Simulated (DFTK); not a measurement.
# Ta3AsAu2O13 in DFTK: the effect of Hubbard term

The system is Ta3AsAu2O13.

```
Ta As Au O
1.0
     5.72385   -0.00745   -0.00403
     1.30279    6.25499    0.00561
     0.27574    1.30074    8.36754
Ta As Au O
3 1 2 13
Direct
  0.21713 0.30521 0.58431
  0.03325 0.11123 0.99855
  0.58248 0.62145 0.50482
  0.58707 0.89691 0.83049
  0.58004 0.09228 0.18613
  0.04485 0.82077 0.44682
  0.66201 0.69726 0.71088
  0.51632 0.13418 0.69625
  0.85098 0.88773 0.91932
  0.34466 0.87003 0.94651
  0.73015 0.29240 0.03095
  0.24622 0.21809 0.11075
  0.12900 0.09398 0.49104
  0.48032 0.38887 0.43499
  0.05966 0.26685 0.78594
  0.93330 0.53240 0.45645
  0.49975 0.85161 0.34971
  0.25256 0.62988 0.62473
  0.91878 0.95175 0.22636
```

The cell was built by a generator and needn't be a form met in nature.

Alike in all runs:

```yaml
Program: DFTK 0.8.2
Task: single point
Functional: PBE
Potentials_or_basis: dojo.nc.sr.pbe.v0_4_1.standard.upf (PBE)
Cutoff: 1143 eV
k_mesh: 2 × 2 × 1
Occupations: fermi-dirac, width 0.05 eV
Spin: no spin polarisation
Start_of_the_occupations: half filled (the program's default)
Valence_electrons: As 15, Au 19, O 6, Ta 13
SCF_tolerance_on_the_density: 1e-06
Symmetries_used: no
```

```tsv
Hubbard term	gap on the mesh (eV)	pressure (GPa)	largest force (eV/Å)
Au d U = 0 eV, Ta d U = 0 eV	1.26	-0.7	0.14
Au d U = 1.5 eV, Ta d U = 1.5 eV	1.35	-0.2	0.19
Au d U = 3 eV, Ta d U = 3 eV	?	?	?
Au d U = 4.5 eV, Ta d U = 4.5 eV	1.42	0.9	0.32
```

Task: What does the run with Hubbard term Au d U = 3 eV, Ta d U = 3 eV give?

Result: gap on the mesh 1.40 eV; pressure 0.4 GPa; largest force 0.26 eV/Å.

Worked out: A straight line through the other rows of the gap on the mesh, of slope 0.0338 eV per eV, gives 1.38 eV, against the run's 1.40. The fit is too stiff a form for this range. A straight line through the other rows of the pressure, of slope 0.357 GPa per eV, gives 0.4 GPa, against the run's 0.4. A straight line through the other rows of the largest force, of slope 0.0405 eV/Å per eV, gives 0.26 eV/Å, against the run's 0.26.

Caveats: all runs use coarse meshes; the Hubbard orbitals reach further out than in other programs, which can move energies by up to some tens of meV an atom; spin-orbit coupling is left out, which moves the levels of the heavy elements; an odd mesh through Γ misses points on the zone boundary, where band edges often lie.
